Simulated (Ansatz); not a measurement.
# AlGa2H: the cost of one run

Computed with Ansatz 0.2.0, Gaussian basis. Level: cc-pVDZ, core rule «outside noble gas», up to 33 orbitals frozen.

The runs, in order: UHF; CCSD(T) on ROHF; CCSD(T) on UHF; BCCD(T) on ROHF; CISD as a restricted active space (open shells left free, so some higher excitations enter); CCSDT(Q) on ROHF; CCSDT(Q) on UHF.

5 further runs of the same task are left out: 1 that didn't finish, 4 set aside as unsound or not needed. Runs told in other sessions of the task aren't counted.

### Step 1. What is computed

The geometry is a PBE0/def2-TZVP stationary point (not a proven minimum) of the parent state, kept for this charge and spin. No spin-orbit coupling is included. The filled d shell of Ga may be among the frozen orbitals whatever the setting's name suggests.

4 atoms, charge 1, spin multiplicity 2.

Atoms are counted from 1 here; the program's logs count them from 0.

Bond lengths: Al1–Ga2 2.695 Å, Ga2–Ga3 2.699 Å, Ga2–H4 1.624 Å. Angles: Al1–Ga2–Ga3 147.2°, Al1–Ga2–H4 107.8°, Ga3–Ga2–H4 105.0°.

### Step 2. UHF

in.yaml

```yaml
crystal:
  periodic: [false, false, false]
  atoms:
    - {symbol: Al, position_ang: [0.000000, -0.535111, 3.219919]}
    - {symbol: Ga, position_ang: [0.000000, 0.387846, 0.687685]}
    - {symbol: Ga, position_ang: [0.000000, -0.209841, -1.944581]}
    - {symbol: H, position_ang: [0.000000, 2.011092, 0.750236]}
basis:
  gaussian: {orbitals: cc-pVDZ}
total_charge: 1
magnetization: {spin_polarized: true, initial_magnetization: 1}
hamiltonian: {xc: hf}
output: {orbitals: {seedname: orbitals}}
```

Launch:

```console
> ansatz run in.yaml --threads 1 --pin off --events-out ev --progress --plain --max-ram 4096MiB --backend cpu
```

What time and memory should one allow on 1 thread of AMD EPYC 7R13, shared host?

About 17 s, with a peak of 0.27 GiB.
